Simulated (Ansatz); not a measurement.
# CH4Cl2FGa: the cost of one run

Program: Ansatz 0.2.0. Level of theory: RKS PBE0-D4/def2-SVP. These are calculated values, not measurements.

### Step 1. The structure to begin with

Bond lengths: Ga1–F2 2.128 Å, Ga1–Cl3 2.078 Å, Ga1–Cl4 2.078 Å, Ga1–C6 2.304 Å, C6–H7 1.093 Å, C6–H8 1.095 Å, C6–H9 1.098 Å. Angles: F2–Ga1–Cl3 107.9°, F2–Ga1–Cl4 109.6°, F2–Ga1–C6 71.9°, Cl3–Ga1–Cl4 127.1°, Cl3–Ga1–C6 113.3°, Cl4–Ga1–C6 113.0°, Ga1–C6–H7 116.8°, Ga1–C6–H8 124.0°, Ga1–C6–H9 91.7°, H7–C6–H8 109.9°, H7–C6–H9 105.4°, H8–C6–H9 104.5°.

As a file:

```xyz
9

Ga   -0.7733   -0.1080   -0.9378
F    -0.8011   -1.6430    0.5351
Cl    0.0600   -0.9010   -2.6687
Cl   -2.5044    1.0312   -0.7876
H    -0.0324   -0.7151    0.6342
C     0.7903    0.4143    0.6711
H     0.4151    0.8602    1.5952
H     1.6756   -0.1934    0.8836
H     1.1702    1.2549    0.0749
```

### Step 2. Pulling towards end A

Springs on the bonds that form and break draw the guess towards this end; the thresholds are loose.

input.yaml reads:

```yaml
crystal:
  periodic: [false, false, false]
  atoms:
    - { symbol: Ga, position_ang: [-0.7733, -0.108, -0.9378] }
    - { symbol: F, position_ang: [-0.8011, -1.643, 0.5351] }
    - { symbol: Cl, position_ang: [0.06, -0.901, -2.6687] }
    - { symbol: Cl, position_ang: [-2.5044, 1.0312, -0.7876] }
    - { symbol: H, position_ang: [-0.0324, -0.7151, 0.6342] }
    - { symbol: C, position_ang: [0.7903, 0.4143, 0.6711] }
    - { symbol: H, position_ang: [0.4151, 0.8602, 1.5952] }
    - { symbol: H, position_ang: [1.6756, -0.1934, 0.8836] }
    - { symbol: H, position_ang: [1.1702, 1.2549, 0.0749] }
basis:
  gaussian: { orbitals: def2-SVP }
hamiltonian:
  xc: pbe0
  dispersion: d4
relax:
  f_tol: 0.15
  max_steps: 25
  restrain:
    - { distance: [0, 5], at: 3.28, k: 30.0 }
    - { distance: [4, 1], at: 2.18, k: 30.0 }
    - { distance: [0, 1], at: 1.79, k: 30.0 }
    - { distance: [4, 5], at: 1.07, k: 30.0 }
```

Started as:

```
> ansatz run input.yaml --threads 2 --pin off --max-ram 3072MiB --backend cpu --events-out ev --progress --plain --runs-dir out
```

**Question.** How long does this run take on 2 threads of Arm Neoverse V2, shared host, and how much memory does it need?

About 28 s, with a peak of 0.3 GiB.
